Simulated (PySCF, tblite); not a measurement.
# dibromofluoroborane(3) (BBr2F): isotopologues and vibrational averages

How do isotopes change the rotational constants and shieldings of dibromofluoroborane(3) (BBr2F) (`FB(Br)Br`)?

Programs: PySCF 2.14.0 with density-fitted response routines of our own, and tblite 0.8.0. All values are computed, except where a source is named. Atoms count from 0 throughout.

## 1. The molecule as given

4 atoms, charge 0, multiplicity 1; geometry from: force field or distance geometry start.

Bonds of the start (Å): B1–Br2 1.99, B1–Br3 2.02, F0–B1 1.40.

## 2. GFN2-xTB relaxation, lowest of a short conformer search

What the job is given:

```
{"job": {"xc": "GFN2-xTB", "basis": "xTB", "kind": "relax"}, "charge": 0, "multiplicity": 1}
F     -0.070700     1.475500    -0.613200
B     -0.064000     0.157700    -0.140900
Br    -1.520900    -0.831900     0.775900
Br     1.696600    -0.782200    -0.447600
```

Started as:

```sh
OMP_NUM_THREADS=1 python ens_run.py task.json out
```

The driver reads the study from task.json and runs its stages one after another.

Log:

```text
step      E/eV     max force
  0    -386.99817    3.232
  1    -387.23147    1.767
  2    -387.40947    3.019
  3    -387.49186    0.725
  4    -387.50434    0.396
  5    -387.50863    0.264
  6    -387.51314    0.278
  7    -387.51579    0.194
  8    -387.51667    0.069
  9    -387.51685    0.039
 10    -387.51693    0.040
 11    -387.51700    0.043
 12    -387.51708    0.040
 13    -387.51713    0.023
 14    -387.51714    0.006
 15    -387.51714    0.001
```

It took 0.07 s on 1 thread of Arm Neoverse V2, shared host.

The energy fell by 0.519 eV, and the atoms moved 0.12 Å (root mean square).

## 3. Tight optimisation and Hessian

What the job is given:

```
{"job": {"xc": "PBE0", "basis": "pcSseg-1", "grid": 2, "temperatures": [500, 700], "kind": "geom"}, "charge": 0, "multiplicity": 1}
F     -0.140809     1.357818    -0.546390
B     -0.002378     0.117903    -0.143154
Br    -1.444339    -0.714363     0.702347
Br     1.628462    -0.742266    -0.438510
```

Log:

```text
step   0  E = -143454.3542893 eV  max force = 0.67147
step   1  E = -143454.3755338 eV  max force = 0.15924
step   2  E = -143454.3762955 eV  max force = 0.00899
step   3  E = -143454.3762997 eV  max force = 0.00201
step   4  E = -143454.3762998 eV  max force = 0.00185
step   5  E = -143454.3762998 eV  max force = 0.00185
harmonic wavenumbers (cm-1): 171.2 304.3 424.6 464.7 883.0 1328.6
```

Run time: 2.5 min. Hardware: 1 thread of Arm Neoverse V2, shared host; peak memory 0.68 GiB.

## 4. Displacements along the modes, parent

What the job is given:

```
{"job": {"xc": "PBE0", "basis": "pcSseg-1", "grid": 2, "temperatures": [500, 700], "kind": "vib", "mass_numbers": [19, 11, 79, 79]}, "charge": 0, "multiplicity": 1}
F     -0.141899     1.366738    -0.549389
B     -0.003763     0.131780    -0.147392
Br    -1.462968    -0.725563     0.713334
Br     1.649566    -0.753865    -0.442261
```

Log:

```text
mode    cm-1    km/mol   phi_rrr   E(+)/cm-1  E(-)/cm-1
  1    171.24     0.04      -8.0      30.55      31.12
  2    304.28     2.99      -1.5      55.09      54.51
  3    424.59     3.03     -41.8      74.92      77.96
  4    464.73    11.95      -5.1      83.79      84.09
  5    882.95   465.73       0.3     159.10     159.07
  6   1328.60   307.50    -494.3     222.26     257.80
```

Wall time 98 s (1 thread of Arm Neoverse V2, shared host); peak memory 0.68 GiB.

## 5. Displacements along the modes, 81Br at atom 2

What the job is given:

```
{"job": {"xc": "PBE0", "basis": "pcSseg-1", "grid": 2, "temperatures": [500, 700], "kind": "vib", "mass_numbers": [19, 11, 81, 79]}, "charge": 0, "multiplicity": 1}
F     -0.141899     1.366738    -0.549389
B     -0.003763     0.131780    -0.147392
Br    -1.462968    -0.725563     0.713334
Br     1.649566    -0.753865    -0.442261
```

Log:

```text
mode    cm-1    km/mol   phi_rrr   E(+)/cm-1  E(-)/cm-1
  1    170.37     0.04      -7.9      30.40      30.96
  2    303.81     2.97      -1.2      55.02      54.42
  3    423.71     3.03     -41.4      74.77      77.79
  4    464.67    11.95      -5.1      83.78      84.07
  5    882.65   465.51      -0.3     159.03     159.04
  6   1328.59   307.48    -494.4     222.25     257.80
```

Run time: 94 s. Hardware: 1 thread of Arm Neoverse V2, shared host; peak memory 0.68 GiB.

## 6. Displacements along the modes, 10B at atom 1

What the job is given:

```
{"job": {"xc": "PBE0", "basis": "pcSseg-1", "grid": 2, "temperatures": [500, 700], "kind": "vib", "mass_numbers": [19, 10, 79, 79]}, "charge": 0, "multiplicity": 1}
F     -0.141899     1.366738    -0.549389
B     -0.003763     0.131780    -0.147392
Br    -1.462968    -0.725563     0.713334
Br     1.649566    -0.753865    -0.442261
```

Log:

```text
mode    cm-1    km/mol   phi_rrr   E(+)/cm-1  E(-)/cm-1
  1    171.75     0.04      -8.0      30.64      31.21
  2    304.28     2.98      -1.5      55.09      54.51
  3    428.46     2.86     -41.8      75.61      78.66
  4    484.87    12.98      -5.2      87.44      87.73
  5    923.01   509.03       0.3     166.33     166.30
  6   1372.78   330.86    -515.2     229.51     266.55
```

It took 90 s on 1 thread of Arm Neoverse V2, shared host; peak memory 0.68 GiB.

## 7. Displacements along the modes, 10B at atom 1, 81Br at atom 2

What the job is given:

```
{"job": {"xc": "PBE0", "basis": "pcSseg-1", "grid": 2, "temperatures": [500, 700], "kind": "vib", "mass_numbers": [19, 10, 81, 79]}, "charge": 0, "multiplicity": 1}
F     -0.141899     1.366738    -0.549389
B     -0.003763     0.131780    -0.147392
Br    -1.462968    -0.725563     0.713334
Br     1.649566    -0.753865    -0.442261
```

Log:

```text
mode    cm-1    km/mol   phi_rrr   E(+)/cm-1  E(-)/cm-1
  1    170.88     0.03      -8.0      30.49      31.05
  2    303.81     2.97      -1.2      55.02      54.42
  3    427.59     2.85     -41.5      75.47      78.49
  4    484.81    12.98      -5.2      87.43      87.72
  5    922.72   508.80      -0.2     166.26     166.26
  6   1372.77   330.84    -515.2     229.51     266.55
```

Wall time 90 s (1 thread of Arm Neoverse V2, shared host); peak memory 0.68 GiB.

## 8. Displacements along the modes, 81Br at atom 2, 81Br at atom 3

What the job is given:

```
{"job": {"xc": "PBE0", "basis": "pcSseg-1", "grid": 2, "temperatures": [500, 700], "kind": "vib", "mass_numbers": [19, 11, 81, 81]}, "charge": 0, "multiplicity": 1}
F     -0.141899     1.366738    -0.549389
B     -0.003763     0.131780    -0.147392
Br    -1.462968    -0.725563     0.713334
Br     1.649566    -0.753865    -0.442261
```

Log:

```text
mode    cm-1    km/mol   phi_rrr   E(+)/cm-1  E(-)/cm-1
  1    169.49     0.04      -7.9      30.24      30.80
  2    303.34     2.95      -1.5      54.93      54.34
  3    422.82     3.02     -41.1      74.62      77.62
  4    464.60    11.95      -5.0      83.77      84.06
  5    882.34   465.30       0.3     158.99     158.96
  6   1328.58   307.46    -494.4     222.25     257.80
```

Wall time 89 s (1 thread of Arm Neoverse V2, shared host); peak memory 0.68 GiB.

## 9. Vibrational averages by isotopologue

What the job is given:

```
{"job": {"xc": "PBE0", "basis": "pcSseg-1", "grid": 2, "temperatures": [500, 700], "kind": "iso"}, "charge": 0, "multiplicity": 1}
F     -0.141899     1.366738    -0.549389
B     -0.003763     0.131780    -0.147392
Br    -1.462968    -0.725563     0.713334
Br     1.649566    -0.753865    -0.442261
```

Log:

```text
parent
  Be/MHz 5681.172 1161.789 964.542
  B0/MHz 5666.305 1158.668 961.264
  ZPE/cm-1 1788.2
  <sigma>(0 K)/ppm 150.925 55.376 2173.961 2174.059
81Br at atom 2
  Be/MHz 5671.493 1147.411 954.337
  B0/MHz 5656.646 1144.33 951.101
  ZPE/cm-1 1786.9
  <sigma>(0 K)/ppm 150.927 55.376 2173.984 2174.069
10B at atom 1
  Be/MHz 5707.671 1161.789 965.303
  B0/MHz 5692.004 1158.536 961.912
  ZPE/cm-1 1842.6
  <sigma>(0 K)/ppm 150.825 55.363 2173.474 2173.570
10B at atom 1, 81Br at atom 2
  Be/MHz 5698.14 1147.412 955.09
  B0/MHz 5682.493 1144.2 951.741
  ZPE/cm-1 1841.3
  <sigma>(0 K)/ppm 150.827 55.363 2173.495 2173.579
81Br at atom 2, 81Br at atom 3
  Be/MHz 5661.748 1133.103 944.148
  B0/MHz 5646.909 1130.062 940.953
  ZPE/cm-1 1785.6
  <sigma>(0 K)/ppm 150.929 55.376 2173.992 2174.091
```

Run time: 10 min. Hardware: 1 thread of Arm Neoverse V2, shared host; peak memory 0.68 GiB. This counts the whole study up to here.

Rotational constants (MHz) at equilibrium and in the ground state:

```csv
isotopologue,Be,B0,zero-point change (cm⁻¹)
parent,"5681.2, 1161.8, 964.5","5666.3, 1158.7, 961.3",0.0
81Br at atom 2,"5671.5, 1147.4, 954.3","5656.6, 1144.3, 951.1",-1.3
10B at atom 1,"5707.7, 1161.8, 965.3","5692.0, 1158.5, 961.9",54.4
"10B at atom 1, 81Br at atom 2","5698.1, 1147.4, 955.1","5682.5, 1144.2, 951.7",53.1
"81Br at atom 2, 81Br at atom 3","5661.7, 1133.1, 944.1","5646.9, 1130.1, 941.0",-2.6
```

Shieldings of the first species (ppm): at equilibrium, the vibrational parts at 0 K, and the averages:

```csv
atom,equilibrium,anharmonic,harmonic,0 K,500 K,700 K
F0,154.28,-0.69,-2.66,150.93,148.73,147.24
B1,55.86,-0.27,-0.22,55.38,55.06,54.85
Br2,2189.65,-4.86,-10.83,2173.96,2160.21,2151.24
Br3,2189.75,-4.86,-10.83,2174.06,2160.31,2151.36
```

Isotope effects on the shieldings at 0 K (ppb; positive means more shielded):

```csv
atom,81Br at atom 2,10B at atom 1,"10B at atom 1, 81Br at atom 2","81Br at atom 2, 81Br at atom 3"
F0,2,-100,-98,4
B1,0,-13,-12,1
Br2,24,-486,-465,31
Br3,10,-488,-479,32
```

## 10. Tight optimisation and Hessian, xc revPBE; basis pcSseg-1

What the job is given:

```
{"job": {"xc": "revPBE", "basis": "pcSseg-1", "grid": 2, "temperatures": [500, 700], "j": false, "kind": "geom"}, "charge": 0, "multiplicity": 1}
F     -0.140809     1.357818    -0.546390
B     -0.002378     0.117903    -0.143154
Br    -1.444339    -0.714363     0.702347
Br     1.628462    -0.742266    -0.438510
```

Log:

```text
step   0  E = -143461.2733537 eV  max force = 1.03968
step   1  E = -143461.3396767 eV  max force = 0.10416
step   2  E = -143461.3403769 eV  max force = 0.01252
step   3  E = -143461.3403858 eV  max force = 0.00202
step   4  E = -143461.3403858 eV  max force = 0.00202
step   5  E = -143461.3403858 eV  max force = 0.00199
harmonic wavenumbers (cm-1): 165.0 292.3 404.7 446.4 836.4 1255.8
```

It took 2.6 min on 1 thread of Arm Neoverse V2, shared host; peak memory 0.58 GiB.

## 11. Displacements along the modes, xc revPBE; basis pcSseg-1; parent

What the job is given:

```
{"job": {"xc": "revPBE", "basis": "pcSseg-1", "grid": 2, "temperatures": [500, 700], "j": false, "kind": "vib", "mass_numbers": [19, 11, 79, 79]}, "charge": 0, "multiplicity": 1}
F     -0.143969     1.385160    -0.555453
B     -0.003746     0.132200    -0.147356
Br    -1.478927    -0.734838     0.722658
Br     1.667578    -0.763432    -0.445555
```

Log:

```text
mode    cm-1    km/mol   phi_rrr   E(+)/cm-1  E(-)/cm-1
  1    164.99     0.01      -8.1      29.42      30.00
  2    292.35     2.07      -2.1      52.96      52.33
  3    404.70     2.65     -40.9      71.38      74.32
  4    446.39     7.80      -5.8      80.37      80.85
  5    836.38   432.11       1.3     150.77     150.66
  6   1255.75   277.14    -483.4     209.60     244.35
```

Run time: 87 s. Hardware: 1 thread of Arm Neoverse V2, shared host; peak memory 0.58 GiB.

## 12. Displacements along the modes, xc revPBE; basis pcSseg-1; 81Br at atom 2

What the job is given:

```
{"job": {"xc": "revPBE", "basis": "pcSseg-1", "grid": 2, "temperatures": [500, 700], "j": false, "kind": "vib", "mass_numbers": [19, 11, 81, 79]}, "charge": 0, "multiplicity": 1}
F     -0.143969     1.385160    -0.555453
B     -0.003746     0.132200    -0.147356
Br    -1.478927    -0.734838     0.722658
Br     1.667578    -0.763432    -0.445555
```

Log:

```text
mode    cm-1    km/mol   phi_rrr   E(+)/cm-1  E(-)/cm-1
  1    164.15     0.01      -8.1      29.27      29.84
  2    291.89     2.05      -1.8      52.89      52.24
  3    403.87     2.64     -40.6      71.24      74.16
  4    446.33     7.80      -5.8      80.36      80.84
  5    836.10   431.90       0.7     150.70     150.63
  6   1255.74   277.12    -483.4     209.59     244.35
```

Wall time 87 s (1 thread of Arm Neoverse V2, shared host); peak memory 0.58 GiB.

## 13. Vibrational averages by isotopologue, second settings

What the job is given:

```
{"job": {"xc": "revPBE", "basis": "pcSseg-1", "grid": 2, "temperatures": [500, 700], "j": false, "kind": "iso"}, "charge": 0, "multiplicity": 1}
F     -0.143969     1.385160    -0.555453
B     -0.003746     0.132200    -0.147356
Br    -1.478927    -0.734838     0.722658
Br     1.667578    -0.763432    -0.445555
```

Log:

```text
parent
  Be/MHz 5535.486 1136.837 943.142
  B0/MHz 5520.24 1133.47 939.688
  ZPE/cm-1 1700.3
  <sigma>(0 K)/ppm 123.062 51.835 2072.127 2072.219
81Br at atom 2
  Be/MHz 5526.06 1122.768 933.17
  B0/MHz 5510.837 1119.443 929.759
  ZPE/cm-1 1699.0
  <sigma>(0 K)/ppm 123.065 51.835 2072.157 2072.231
```

Wall time 5.6 min (1 thread of Arm Neoverse V2, shared host); peak memory 0.68 GiB. This counts the runs that the step sums up.

Rotational constants (MHz) at equilibrium and in the ground state:

```csv
isotopologue,Be,B0,zero-point change (cm⁻¹)
parent,"5535.5, 1136.8, 943.1","5520.2, 1133.5, 939.7",0.0
81Br at atom 2,"5526.1, 1122.8, 933.2","5510.8, 1119.4, 929.8",-1.2
```

Shieldings of the first species (ppm): at equilibrium, the vibrational parts at 0 K, and the averages:

```csv
atom,equilibrium,anharmonic,harmonic,0 K,500 K,700 K
F0,127.35,-1.03,-3.25,123.06,120.41,118.60
B1,52.40,-0.30,-0.26,51.83,51.45,51.20
Br2,2090.65,-6.08,-12.45,2072.13,2054.89,2043.79
Br3,2090.78,-6.11,-12.46,2072.22,2054.99,2043.89
```

Isotope effects on the shieldings at 0 K (ppb; positive means more shielded):

```csv
atom,81Br at atom 2
F0,2
B1,0
Br2,30
Br3,12
```

## 14. Results

| quantity | value |
| --- | --- |
| point group | C2v |
| B0 of the first species | 5666.3, 1158.7, 961.3 MHz |
| zero-point energy | 1788 cm⁻¹ |
| zero-point change of σ(Br2) | -15.69 ppm |

Zero-point motion changes the shielding of Br2, Br3 most, by -15.69 ppm. The largest secondary isotope effect is -488 ppb on Br3, 1 bond from the change (10B at atom 1). The job flags a low mode; perturbation theory is less sure for low modes. Spin-orbit coupling is left out, which matters at and beside the heavy atoms.
